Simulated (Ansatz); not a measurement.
**CH3FGeO (SMILES C[O][Ge][F]) at RPA@PBE/6-31G(d) (spherical functions)**

Aim: the vertical ionisation energy of CH3FGeO at RPA@PBE/6-31G* (spherical functions), from 2 runs. 

Program for the calculation: Ansatz 0.2.0.

125 further runs of the same task are left out: 125 set aside as unsound or not needed.

## 1. Starting point

The species is CH3FGeO (7 atoms), meant as a singlet with charge 0. As SMILES, `C[O][Ge][F]`. The shape is that of a PBE0-D4/def2-TZVP optimisation. This is one conformer, not always the lowest.

Bond lengths: C1–O2 1.413 Å, O2–Ge3 1.764 Å, Ge3–F4 1.768 Å, C1–H5 1.092 Å, C1–H6 1.093 Å, C1–H7 1.093 Å. Angles: C1–O2–Ge3 128.6°, O2–Ge3–F4 99.1°, O2–C1–H5 112.1°, O2–C1–H6 109.1°, O2–C1–H7 109.0°, H5–C1–H6 109.1°, H5–C1–H7 109.1°, H6–C1–H7 108.4°.

## 2. The energy at RPA@PBE/6-31G(d) (spherical functions)

The input, run.yaml:

```yaml
crystal:
  periodic: [false, false, false]
  atoms:
    - {symbol: C, position_ang: [-0.504800, 0.491500, 0.394900]}
    - {symbol: O, position_ang: [0.412400, 0.624200, -0.671900]}
    - {symbol: Ge, position_ang: [1.441700, -0.610700, -1.398400]}
    - {symbol: F, position_ang: [0.967400, -1.990600, -0.400200]}
    - {symbol: H, position_ang: [-0.548500, -0.532200, 0.773800]}
    - {symbol: H, position_ang: [-0.208000, 1.161100, 1.206600]}
    - {symbol: H, position_ang: [-1.498700, 0.788500, 0.049700]}
basis:
  gaussian: {orbitals: 6-31G_st_-spherical.json}
hamiltonian: {xc: {name: PBE}}
correlation: {method: rpa, frozen_orbitals: {C: 1, F: 1, Ge: 9, H: 0, O: 1}}
accuracy: high
```

The basis set 6-31G* is read from a file made from the Basis Set Exchange's data (not shown).

Launch:

```console
$ ansatz run run.yaml --threads 1 --pin off --max-ram 3480MiB --events-out events.jsonl --progress --plain --runs-dir runs
```

Standard output:

```text
Warning: RAYON_NUM_THREADS=1 ignored (pool sized by the plan → 1); use --threads N
Functional definition: PBE
  name "PBE"
  parameter kappa = 0.804
  parameter beta = 0.06672455060314922
  exchange = pbe_x(kappa = kappa, mu = beta*pi^2/3)
  correlation = pbe_c(beta = beta)
1735 factors; integrals over basis functions are off by at most 4.5e-9 eV
mean field evaluation 1: about -62338.8048 eV, gradient 6.4e1 eV
mean field evaluation 2: about -62338.7967 eV, gradient 6.4e1 eV
mean field evaluation 4: about -62342.4071 eV, gradient 4.8e1 eV
mean field evaluation 8: about -62346.7285 eV, gradient 3.0e-1 eV
mean field evaluation 16: about -62346.7273 eV, gradient 2.2e-4 eV
mean field evaluation 32: about -62306.3971 eV, gradient 8.5e1 eV
mean field -62346.72729671 eV, -2291.1999680244 hartree, gradient 6.1e-9 eV, S^2 0.000000; 2 other end points of the search recorded, 0 dependent functions left out
12 core orbitals not correlated: weight in the atoms' cores, before any rotation towards them, 1.000 or more for the frozen orbitals, at most 0.000 for the correlated occupied ones
reference -62286.24944030 eV, -2288.9774477948 hartree; 17, 17 occupied and 51, 51 virtual orbitals, 1735 factors
Total energy: -62315.13559664 eV, -2290.0389944605 hartree
```

Wall time 14 s (1 thread of Arm Neoverse V2, shared host); peak memory 0.27 GiB.

## 3. The doublet cation

The input, input.yaml:

```yaml
crystal:
  periodic: [false, false, false]
  atoms:
    - symbol: C
      position_ang: [-0.504800, 0.491500, 0.394900]
    - symbol: O
      position_ang: [0.412400, 0.624200, -0.671900]
    - symbol: Ge
      position_ang: [1.441700, -0.610700, -1.398400]
    - symbol: F
      position_ang: [0.967400, -1.990600, -0.400200]
    - symbol: H
      position_ang: [-0.548500, -0.532200, 0.773800]
    - symbol: H
      position_ang: [-0.208000, 1.161100, 1.206600]
    - symbol: H
      position_ang: [-1.498700, 0.788500, 0.049700]
basis:
  gaussian:
    orbitals: 6-31G_st_-spherical.json
total_charge: 1
magnetization:
  spin_polarized: true
  initial_magnetization: 1
hamiltonian:
  xc: {name: PBE}
correlation:
  method: rpa
  frozen_orbitals: {C: 1, F: 1, Ge: 9, H: 0, O: 1}
accuracy: high
```

The basis set 6-31G* is read from a file made from the Basis Set Exchange's data (not shown).

Launch:

```console
$ ansatz run input.yaml --threads 1 --pin off --max-ram 3480MiB --events-out events.jsonl --progress --plain --runs-dir runs
```

Standard output, cut to the lines that bear on the results:

```text
Warning: RAYON_NUM_THREADS=1 ignored (pool sized by the plan → 1); use --threads N
[... 2 set-up lines as earlier in the session ...]
[...]
1734 factors; integrals over basis functions are off by at most 4.3e-9 eV
[...]
mean field -62336.70964810 eV, -2290.8318262282 hartree, gradient 5.3e-8 eV, S^2 0.752794; 5 other end points of the search recorded, 0 dependent functions left out
12 core orbitals not correlated: weight in the atoms' cores, before any rotation towards them, 1.000 or more for the frozen orbitals, at most 0.000 for the correlated occupied ones
reference -62275.80047568 eV, -2288.5934554275 hartree; 17, 16 occupied and 51, 52 virtual orbitals, 1734 factors
Total energy: -62304.99163769 eV, -2289.6662108451 hartree
```

Run time: 34 s. Hardware: 1 thread of Arm Neoverse V2, shared host; peak memory 0.35 GiB.

## 4. What came out

Level: RPA@PBE/6-31G* (spherical functions), 12 core orbitals frozen.

| quantity | value |
| --- | --- |
| singlet CH3FGeO: total energy | -2290.03899 Eh |
| singlet CH3FGeO: RPA correlation energy (valence) | -1061.5 mEh |
| doublet cation: total energy | -2289.66621 Eh |
| doublet cation: RPA correlation energy (valence) | -1072.8 mEh |
| doublet cation: ⟨S²⟩ of the reference determinant | 0.753 |
| vertical ionisation energy (to the doublet cation) | 10.144 eV |

In words: The vertical ionisation energy comes to 10.14 eV (979 kJ/mol).
